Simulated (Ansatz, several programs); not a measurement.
K2ICl, ordered on the rocksalt lattice (R-3m) with 4 atoms a cell, relaxed with PBE in Ansatz (plane waves, PAW): the symmetry is R-3m (No. 166, trigonal); a = 4.778 Å, c = 23.645 Å in the conventional setting, 38.96 Å³ an atom. Around Cl lie 6 K at 3.27 Å; around I lie 6 K at 3.52 Å; around K lie 3 Cl at 3.27 Å and 3 I at 3.52 Å. The cell was then scaled with its shape and fractional coordinates held, which makes it stiffer than a relaxed compression. (Calculated; spin-unpolarised; the phase may be known or hypothetical.)

| V (Å³/atom) | E (meV/atom) |
| --- | --- |
| 36.619 | 6.43 |
| 38.956 | 0.00 |
| 40.125 | 1.34 |
| 41.294 | 5.09 |

Task: Pass a cubic E = c₀ + c₁u + c₂u² + c₃u³, with u = V − 39.248 Å³, through these points.

Result: c₀ = 0.08, c₁ = +0.584, c₂ = 1.011, c₃ = -0.0492 (meV and Å³).

Task: Where is the minimum, and what bulk modulus follows?

Result: dE/du = 0 at u = -0.283, so V₀ = 38.96 Å³. B = V₀ d²E/dV² = 38.96 × (2c₂ + 6c₃u) = 38.96 × 2.106 = 82 meV/Å³, and 1 meV/Å³ is 0.16022 GPa: 13 GPa. A third-order Birch-Murnaghan fit to all five points gives 38.96 Å³ and 13 GPa.

Task: Predict the energy and the pressure at the withheld volume, 37.787 Å³.

Result: With u = -1.461: E ≈ 1.54 meV and P = −dE/dV ≈ +0.43 GPa. The run gives 1.51 meV and, from its stress, +0.43 GPa.
